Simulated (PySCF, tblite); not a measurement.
# C₁₈H₆S₃: electronic excitations, NMR shifts

What do calculations give for the electronic excitations, NMR shifts of C₁₈H₆S₃ (`C#Cc1csc2c1c1scc(C#C)c1c1scc(C#C)c21`)?

Computed with tblite 0.8.0 and PySCF 2.14.0 and routines of our own; the level stands in each step. Atoms count from 0.

## 1. The system as given

27 atoms, charge 0, multiplicity 1; geometry from: force field, distance geometry or constructed start.

## 2. Optimising the geometry with GFN2-xTB

What the job is given:

```
{"job": {"kind": "relax", "xc": "GFN2-xTB", "basis": "xTB"}, "charge": 0, "multiplicity": 1}
C      4.643500    -1.255300    -1.500800
C      3.489700    -1.423800    -1.190800
C      2.136300    -1.665000    -0.811600
C      1.622100    -2.947400    -0.817000
S     -0.027700    -3.020400    -0.332700
C     -0.093800    -1.371400    -0.132300
C      1.108000    -0.733700    -0.411100
C      1.193600     0.644700    -0.273500
S      2.542400     1.566700    -0.564500
C      1.701100     3.012000    -0.153600
C      0.382700     2.787300     0.203000
C     -0.458900     3.883400     0.576000
C     -1.145800     4.822500     0.888400
C      0.094300     1.381100     0.127700
C     -1.101900     0.733900     0.404700
S     -2.514900     1.451000     0.906400
C     -3.326400    -0.059100     0.966800
C     -2.516900    -1.129300     0.606400
C     -3.037100    -2.457200     0.610400
C     -3.493300    -3.567500     0.618600
C     -1.202300    -0.642500     0.278800
H      5.653000    -1.092000    -1.778000
H      2.142700    -3.862800    -1.059500
H      2.222100     3.954700    -0.201700
H     -1.755500     5.650700     1.157900
H     -4.371600    -0.092500     1.268700
H     -3.897100    -4.552300     0.620400
```

Command:

```sh
> OMP_NUM_THREADS=1 python large_run.py task.json out
```

This one command runs all jobs of the session in turn.

Output:

```text
step      E/eV     max force
  0   -1391.61184    2.342
  1   -1391.86785    2.065
  2   -1391.87188    4.147
  3   -1391.97596    0.444
  4   -1391.99372    0.534
  5   -1392.01162    0.872
  6   -1392.02161    1.118
  7   -1392.03588    0.228
  8   -1392.04185    0.205
  9   -1392.04480    0.213
 10   -1392.04545    0.516
 11   -1392.04762    0.082
 12   -1392.04875    0.131
 13   -1392.05139    0.174
 14   -1392.05282    0.100
 15   -1392.05415    0.084
 16   -1392.05519    0.089
 17   -1392.05674    0.119
 18   -1392.05904    0.124
 19   -1392.06273    0.137
 20   -1392.06806    0.142
 21   -1392.07436    0.181
 22   -1392.07911    0.138
 23   -1392.08107    0.077
 24   -1392.08166    0.047
 25   -1392.08196    0.040
 26   -1392.08217    0.043
 27   -1392.08233    0.033
 28   -1392.08240    0.014
```

It took 1.2 s on 1 thread of Arm Neoverse N1, shared host; peak memory 0.18 GiB.

Relaxation path:

```tsv
step	energy from step 0 (eV)	largest force (eV/Å)
0	0.0000	2.3425
1	-0.2560	2.0655
2	-0.2600	4.1469
3	-0.3641	0.4443
4	-0.3819	0.5348
5	-0.3998	0.8721
6	-0.4098	1.1179
7	-0.4240	0.2281
8	-0.4300	0.2049
9	-0.4330	0.2124
10	-0.4336	0.5164
12	-0.4369	0.1309
13	-0.4396	0.1734
15	-0.4423	0.0845
16	-0.4434	0.0888
18	-0.4472	0.1240
19	-0.4509	0.1367
21	-0.4625	0.1813
22	-0.4673	0.1388
24	-0.4698	0.0470
25	-0.4701	0.0396
26	-0.4703	0.0426
27	-0.4705	0.0329
28	-0.4706	0.0136
```

Close pairs (by a distance rule), those that changed most:

```tsv
bond	before (Å)	after (Å)	change (Å)
C7–S8	1.660	1.737	+0.077
C14–S15	1.662	1.737	+0.075
S4–C5	1.662	1.736	+0.074
C16–C17	1.389	1.362	-0.027
C10–C11	1.431	1.408	-0.023
C9–C10	1.384	1.362	-0.022
C2–C3	1.382	1.362	-0.020
C17–C18	1.426	1.408	-0.018
```

The next job starts from the end point, and lists it.

## 3. Vibrational analysis with GFN2-xTB

What the job is given:

```
{"job": {"kind": "ir", "xc": "GFN2-xTB", "basis": "xTB"}, "charge": 0, "multiplicity": 1}
C      4.533028    -1.149872    -1.456985
C      3.404317    -1.429875    -1.156747
C      2.079890    -1.753384    -0.805273
C      1.573761    -3.017908    -0.804465
S     -0.082007    -3.102228    -0.328615
C     -0.133780    -1.379608    -0.117318
C      1.100029    -0.784779    -0.409194
C      1.218988     0.609273    -0.287869
S      2.634847     1.566146    -0.596820
C      1.781469     3.006111    -0.180077
C      0.484409     2.791359     0.175727
C     -0.412079     3.808588     0.555891
C     -1.179692     4.674069     0.878969
C      0.137612     1.401467     0.118283
C     -1.085400     0.773578     0.405142
S     -2.556281     1.539157     0.921244
C     -3.357486     0.012859     0.984162
C     -2.563970    -1.036901     0.633053
C     -2.991510    -2.378084     0.605249
C     -3.354364    -3.522752     0.580447
C     -1.237257    -0.614041     0.292451
H      5.517450    -0.902051    -1.719949
H      2.091361    -3.921261    -1.061667
H      2.292244     3.948183    -0.220720
H     -1.852439     5.427518     1.161071
H     -4.386673    -0.026697     1.283206
H     -3.668404    -4.523013     0.558103
```

Output:

```text
mode    cm-1     km/mol
  1      48.7      0.01
  2      48.9      0.00
  3      57.8      0.43
  4      92.0      0.12
  5      92.1      0.05
  6     109.5      0.00
  7     114.6      0.19
  8     151.3      0.00
  9     151.7      0.02
 10     191.4      0.01
 11     200.5      0.84
 12     200.5      0.69
 13     302.1      0.01
 14     302.1      0.00
 15     317.6      0.08
 16     317.6      0.10
 17     347.5      0.00
 18     349.1      0.20
 19     364.5      0.01
 20     364.6      0.01
 21     373.2      0.00
 22     457.8      1.32
 23     457.8      1.51
 24     488.3      0.00
 25     488.4      0.02
 26     492.5      0.00
 27     499.6      1.12
 28     499.7      1.14
 29     514.4     10.48
 30     543.2      0.01
 31     604.7      0.04
 32     605.0      0.01
 33     639.2     23.73
 34     652.2      0.01
 35     664.1     20.42
 36     664.3     22.34
 37     675.3      0.00
 38     675.5      0.02
 39     683.9     19.97
 40     712.5      0.00
 41     752.1      0.11
 42     752.3      0.35
 43     753.4     27.56
 44     758.9      0.48
 45     759.2      0.60
 46     852.7      0.03
 47     857.0     25.40
 48     857.2     26.04
 49     931.7     14.76
 50     931.9     14.94
 51    1060.6      0.00
 52    1112.5      0.03
 53    1119.9      8.52
 54    1120.1      7.93
 55    1157.7      0.01
 56    1253.2     22.49
 57    1253.3     22.45
 58    1372.5     35.27
 59    1372.7     35.07
 60    1376.6      0.30
 61    1410.7      0.00
 62    1510.8     26.57
 63    1510.9     24.85
 64    1516.0      0.01
 65    1537.4      0.06
 66    1537.6      0.07
 67    2253.1      1.10
 68    2253.7      1.01
 69    2253.8      1.97
 70    3160.6      2.95
 71    3161.0      2.73
 72    3161.4      3.04
 73    3398.6     13.46
 74    3399.8     11.81
 75    3399.9     16.38
```

Run time: 6 s. Hardware: 1 thread of Arm Neoverse N1, shared host; peak memory 0.18 GiB.

The strongest bands and the atoms that carry them (share of the mass-weighted mode):

```tsv
cm⁻¹	km/mol	atoms
639	23.7	H24 17 %, H21 17 %, H26 17 %
753	27.6	H25 36 %, H22 24 %, H23 21 %
857	25.4	C9 33 %, C16 22 %, S8 12 %, H23 10 %
857	26.0	C3 38 %, C16 15 %, S4 13 %, H22 11 %
1372	35.3	C13 27 %, C6 15 %, C10 13 %, C17 11 %
1373	35.1	C20 22 %, C6 19 %, C2 17 %, C14 11 %
1511	26.6	C10 22 %, C17 16 %, C6 13 %, C9 13 %
1511	24.9	C2 25 %, C3 15 %, C20 12 %
```

## 4. Electronic excitations: TDA wB97X-D/def2-SVP

The job, as its differences from that of step 3:

```diff
@@ -1,2 +1,2 @@
-{"job": {"kind": "ir", "xc": "GFN2-xTB", "basis": "xTB"}, "charge": 0, "multiplicity": 1}
+{"job": {"kind": "uv", "basis": "def2-SVP", "grid": 1, "kgrid": 0, "vcut": 1.5, "nstates": 6, "ntriplets": 2, "tda": true, "delta": [], "pop": true, "xc": "wB97X-D"}, "charge": 0, "multiplicity": 1}
 C      4.533028    -1.149872    -1.456985
```

Level: TDA wB97X-D/def2-SVP, vertical, gas phase, core orbitals frozen in the response, virtual orbitals cut by energy.

Output:

```text
start: PBE on a coarse grid of 26836 points
cycle   1  E = -1881.2329289171  dE =  3.902e+00  |g| = 7.537e-01  |ddm| = 8.516e+00
cycle   2  E = -1881.0023345295  dE =  2.306e-01  |g| = 1.123e+00  |ddm| = 2.651e+00
cycle   3  E = -1881.3468645900  dE = -3.445e-01  |g| = 4.176e-01  |ddm| = 2.232e+00
cycle   4  E = -1881.3927660268  dE = -4.590e-02  |g| = 1.375e-01  |ddm| = 7.067e-01
cycle   5  E = -1881.3973809121  dE = -4.615e-03  |g| = 5.567e-02  |ddm| = 2.453e-01
cycle   6  E = -1881.3981175374  dE = -7.366e-04  |g| = 2.396e-02  |ddm| = 7.873e-02
cycle   7  E = -1881.3982289521  dE = -1.114e-04  |g| = 1.161e-02  |ddm| = 3.464e-02
cycle   8  E = -1881.3982686501  dE = -3.970e-05  |g| = 2.172e-03  |ddm| = 1.403e-02
final grid: 117498 points
cycle   9  E = -1882.7568519294  dE = -1.501e-02  |g| = 5.090e-02  |ddm| = 1.136e+00
cycle  10  E = -1882.7577271265  dE = -8.752e-04  |g| = 4.040e-02  |ddm| = 2.031e-01
cycle  11  E = -1882.7581935890  dE = -4.665e-04  |g| = 1.462e-02  |ddm| = 8.144e-02
cycle  12  E = -1882.7582700896  dE = -7.650e-05  |g| = 7.714e-03  |ddm| = 3.517e-02
cycle  13  E = -1882.7582936207  dE = -2.353e-05  |g| = 1.622e-03  |ddm| = 1.313e-02
cycle  14  E = -1882.7582943211  dE = -7.004e-07  |g| = 6.659e-04  |ddm| = 4.448e-03
cycle  15  E = -1882.7582923921  dE =  1.929e-06  |g| = 2.566e-04  |ddm| = 2.162e-03
cycle  16  E = -1882.7582921169  dE =  2.752e-07  |g| = 1.165e-04  |ddm| = 9.459e-04
cycle  17  E = -1882.7582944753  dE = -2.358e-06  |g| = 5.192e-05  |ddm| = 4.259e-04
converged SCF energy = -1882.7582944753

Static polarisability (au): isotropic 234.710, principal 89.572 307.214 307.342

Singlet excitations
state   eV       nm        f      main configurations
  1   4.3849    282.8   0.00000   H->L 0.42, H-1->L+1 0.42
  2   4.6056    269.2   0.00000   H->L+1 0.42, H-1->L 0.42
  3   5.2047    238.2   0.32105   H->L+2 0.36, H-1->L 0.20, H->L+1 0.20
  4   5.2065    238.1   0.32447   H-1->L+2 0.36, H-1->L+1 0.20, H->L 0.20
  5   5.3623    231.2   0.45557   H-1->L+2 0.37, H-1->L+1 0.23, H->L 0.23
  6   5.3624    231.2   0.45913   H->L+2 0.36, H-1->L 0.23, H->L+1 0.23

Triplet excitations (Tamm-Dancoff, eV): 3.1144 3.3754
```

Wall time 3.2 min (1 thread of Arm Neoverse N1, shared host); peak memory 0.63 GiB.

The orbitals next to the gap, with their largest atomic shares:

```tsv
orbital	eV	atoms
HOMO−4	-9.53	C20 15 %, C0 13 %, C1 8 %
HOMO−3	-9.53	C12 13 %, C13 12 %, C6 10 %
HOMO−2	-8.51	S8 10 %, S15 10 %, S4 10 %
HOMO−1	-7.78	S4 15 %, C16 12 %, C7 11 %
HOMO	-7.78	S15 12 %, C5 11 %, C3 11 %
LUMO	0.38	C16 19 %, C7 14 %, S15 9 %
LUMO+1	0.38	C9 16 %, C3 13 %, C5 11 %
LUMO+2	0.74	C9 12 %, C16 12 %, C3 12 %
LUMO+3	1.87	S4 11 %, S15 11 %, S8 11 %
```

With each of the 6 states as a Gaussian band of 0.4 eV half-width at 1/e, the curve within the window shown has maxima at 234 nm (ε 61,000) L/(mol cm). Beyond the last state computed it falls off for lack of states. The curve at chosen wavelengths:

(nm, ε (L/mol/cm)): (219, 28192), (223, 40833), (228, 54310), (232, 60113), (236, 60187), (241, 53150), (245, 43978), (249, 33878), (254, 22343), (258, 15014), (262, 9583), (267, 5124), (271, 2964), (275, 1653), (279, 891), (284, 395), (288, 200), (292, 99), (297, 40), (301, 19), (305, 9), (310, 3), (314, 1), (318, 1), (323, 0), (327, 0)

Further results of this job:

```tsv
property	computed
dipole moment (D)	0.01
polarisability (Å³)	34.78
HOMO–LUMO gap (eV)	8.16
−ε(HOMO) (eV)	7.78
```

## 5. NMR shifts: GIAO KT3/pcSseg-1

The job, as its differences from that of step 4:

```diff
@@ -1,2 +1,2 @@
-{"job": {"kind": "uv", "basis": "def2-SVP", "grid": 1, "kgrid": 0, "vcut": 1.5, "nstates": 6, "ntriplets": 2, "tda": true, "delta": [], "pop": true, "xc": "wB97X-D"}, "charge": 0, "multiplicity": 1}
+{"job": {"kind": "nmr", "xc": "KT3", "basis": "pcSseg-1", "pop": false}, "charge": 0, "multiplicity": 1}
 C      4.533028    -1.149872    -1.456985
```

Method: GIAO KT3/pcSseg-1 NMR shielding, non-relativistic, gas phase.

Output:

```text
start: PBE on a coarse grid of 26836 points
cycle   1  E = -1882.0749871957  dE =  4.077e+00  |g| = 8.134e-01  |ddm| = 7.336e+00
cycle   2  E = -1881.8213806266  dE =  2.536e-01  |g| = 1.204e+00  |ddm| = 2.945e+00
cycle   3  E = -1882.1990453074  dE = -3.777e-01  |g| = 4.349e-01  |ddm| = 2.442e+00
cycle   4  E = -1882.2484097397  dE = -4.936e-02  |g| = 1.355e-01  |ddm| = 7.535e-01
cycle   5  E = -1882.2527377440  dE = -4.328e-03  |g| = 5.791e-02  |ddm| = 2.280e-01
cycle   6  E = -1882.2535171401  dE = -7.794e-04  |g| = 2.281e-02  |ddm| = 7.899e-02
cycle   7  E = -1882.2536093485  dE = -9.221e-05  |g| = 1.216e-02  |ddm| = 3.070e-02
cycle   8  E = -1882.2536451959  dE = -3.585e-05  |g| = 3.104e-03  |ddm| = 1.511e-02
final grid: 244970 points
cycle   9  E = -1903.7881230057  dE = -5.540e-02  |g| = 2.224e-01  |ddm| = 1.492e+00
cycle  10  E = -1903.7840876123  dE =  4.035e-03  |g| = 1.863e-01  |ddm| = 3.843e-01
cycle  11  E = -1903.7877884220  dE = -3.701e-03  |g| = 1.132e-01  |ddm| = 4.097e-01
cycle  12  E = -1903.7914555200  dE = -3.667e-03  |g| = 3.296e-02  |ddm| = 2.089e-01
cycle  13  E = -1903.7917712141  dE = -3.157e-04  |g| = 7.181e-03  |ddm| = 5.447e-02
cycle  14  E = -1903.7917810212  dE = -9.807e-06  |g| = 1.665e-03  |ddm| = 1.025e-02
cycle  15  E = -1903.7917809122  dE =  1.090e-07  |g| = 1.307e-03  |ddm| = 2.866e-03
cycle  16  E = -1903.7917833340  dE = -2.422e-06  |g| = 4.503e-04  |ddm| = 1.728e-03
cycle  17  E = -1903.7917827627  dE =  5.713e-07  |g| = 8.386e-05  |ddm| = 7.363e-04
converged SCF energy = -1903.7917827627

GIAO shielding tensors (ppm)
atom      isotropic    diamagn.    paramagn.     s11        s22        s33       span
  0 C      101.938     259.255    -157.317     34.672     69.220    201.922    167.250
  1 C      108.353     240.721    -132.368     17.871     21.618    285.569    267.698
  2 C       75.722     248.557    -172.835     14.628     77.198    135.340    120.711
  3 C       56.700     258.026    -201.326    -26.257     60.856    135.500    161.756
  4 S      339.977    1057.663    -717.685    229.132    356.663    434.137    205.005
  5 C       58.773     263.329    -204.556     13.866     29.131    133.323    119.457
  6 C       59.324     242.607    -183.282      7.044     26.897    144.031    136.987
  7 C       58.774     263.235    -204.461     13.881     29.110    133.332    119.451
  8 S      339.881    1057.702    -717.821    229.042    356.630    433.973    204.931
  9 C       56.662     258.078    -201.416    -26.301     60.840    135.447    161.748
 10 C       75.683     248.535    -172.851     14.537     77.185    135.328    120.791
 11 C      108.361     240.782    -132.421     17.884     21.624    285.576    267.692
 12 C      101.930     259.301    -157.371     34.654     69.191    201.946    167.292
 13 C       59.304     242.679    -183.375      7.037     26.881    143.994    136.956
 14 C       58.778     263.314    -204.536     13.850     29.155    133.327    119.477
 15 S      339.578    1057.661    -718.083    229.271    356.326    433.136    203.865
 16 C       56.646     258.047    -201.401    -26.387     60.878    135.448    161.836
 17 C       75.712     248.582    -172.870     14.623     77.209    135.304    120.681
 18 C      108.354     240.707    -132.353     17.864     21.632    285.566    267.702
 19 C      101.898     259.281    -157.383     34.635     69.209    201.849    167.214
 20 C       59.328     242.602    -183.275      6.973     26.981    144.029    137.057
 21 H       28.400      35.999      -7.599     23.140     25.542     36.519     13.378
 22 H       24.251      32.225      -7.974     19.917     26.155     26.682      6.765
 23 H       24.251      32.224      -7.973     19.917     26.154     26.683      6.767
 24 H       28.398      35.996      -7.597     23.140     25.538     36.517     13.377
 25 H       24.246      32.218      -7.972     19.915     26.150     26.673      6.759
 26 H       28.398      36.002      -7.603     23.141     25.540     36.513     13.372
```

Wall time 67 s (1 thread of Arm Neoverse N1, shared host); peak memory 0.61 GiB.

The references, computed at this level on geometries of the same kind, shield at (ppm): ¹H TMS 31.76, ¹³C TMS 184.7. Their shielding less the atom's gives the shift. The references are single molecules in the gas phase. Atoms listed in one row are averaged.

```tsv
atoms	environment	σ (ppm)	δ (ppm)
C3, C9, C16	aromatic CH next to the ring sulfur	56.7	128.1
C5, C7, C14	ring-fusion aromatic carbon	58.8	125.9
C6, C13, C20	ring-fusion aromatic carbon	59.3	125.4
C2, C10, C17	substituted aromatic carbon	75.7	109.0
C0, C12, C19	terminal alkyne carbon	101.9	82.8
C1, C11, C18	alkyne carbon	108.4	76.4
H22, H23, H25	hydrogen on an aromatic CH next to the ring sulfur	24.25	7.51
H21, H24, H26	hydrogen on a terminal alkyne carbon	28.40	3.36
S4, S8, S15	aromatic ring sulfur	340	–
```

Ring of atoms C2, C3, S4, C5, C6: NICS(0) -11.9, NICS(1) -10.1, NICS(1)zz -20.7 ppm (means of both faces).

Ring of atoms C5, C6, C7, C13, C14, C20: NICS(0) -9.1, NICS(1) -10.3, NICS(1)zz -22.4 ppm (means of both faces).

## 6. Results

| quantity | value |
| --- | --- |
| strongest single infrared mode (GFN2-xTB) | 1372 cm⁻¹, 35 km/mol |
| zero-point energy (GFN2-xTB) | 102.1 kcal/mol |
| lowest singlet (wB97X-D/def2-SVP) | 4.38 eV (283 nm), f = 0.000 |
| brightest single state of those computed | state 6, 5.36 eV, f = 0.459 |
| lowest triplet | 3.11 eV |
| ¹³C shifts against TMS (KT3/pcSseg-1, means over atoms taken as alike) | 128.1, 125.9, 125.4, 109.0, 82.8, 76.4 ppm |
| ¹H shifts against TMS (KT3/pcSseg-1, means over atoms taken as alike) | 7.51, 3.36 ppm |
| shieldings of S (KT3/pcSseg-1, a mean where the table joins atoms) | S4 339.8 ppm |

In words: No mode is imaginary among the 75: a minimum at this level. GFN2-xTB is a fitted tight-binding method: band positions and strengths are rough. Its intensities can rank the bands wrongly. The lowest singlet, at 4.38 eV, is HOMO→LUMO 0.42, HOMO−1→LUMO+1 0.42 and is dark; of the 6 states computed, the strongest absorption comes from states 5 to 6 together at 5.36 eV (the last computed, so partners may be missing). The lowest triplet lies 1.27 eV below the lowest singlet. At KT3/pcSseg-1: The widest tensor belongs to C1, C11, C18: span 268 ppm, with a paramagnetic part of -132 ppm. NICS(1)zz of -21 ppm above the planar ring from C2 marks a diatropic (aromatic) ring current. NICS(1)zz of -22 ppm above the planar ring from C5 marks a diatropic (aromatic) ring current.
